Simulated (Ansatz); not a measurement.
AgRh: equation of state with LDA

The system is AgRh.

```
Ag Rh
1.0
     2.77759    0.00000    0.00000
    -1.38879    2.40546    0.00000
     0.00000    0.00000    4.80860
Ag Rh
1 1
Direct
  0.00000 0.00000 0.50000
  0.66667 0.33333 0.00000
```

The cell comes from a database or a generator and needn't be the stable form of this composition.

- Program: Ansatz 0.2.0
- Task: equation of state
- Functional: LDA
- Potentials or basis: all-electron LAPW, scalar-relativistic
- Basis error allowed: 0.001 eV/atom
- k mesh: 11 × 11 × 6
- Occupations: fermi-dirac, width 0.05 eV
- Spin: no spin polarisation

- Equilibrium volume: 14.61 Å³/atom (rough: see the caveat)
- Bulk modulus at fixed shape and positions: 212 GPa (rough)

Energy against volume, from the lowest point:
```tsv
volume (Å³/atom)	energy (meV/atom)
15.100	0.00
15.421	16.46
15.743	39.49
16.064	68.18
16.385	101.81
16.707	139.68
17.028	181.18
```

All runs of the series together: 7.4 min on 1 thread of Arm Neoverse N1, on a shared host.

Caveat: the minimum lies outside the volumes run; the cell was scaled at fixed shape and fractional positions, which overstates the stiffness of a crystal with free parameters, most of all of layers and chains.
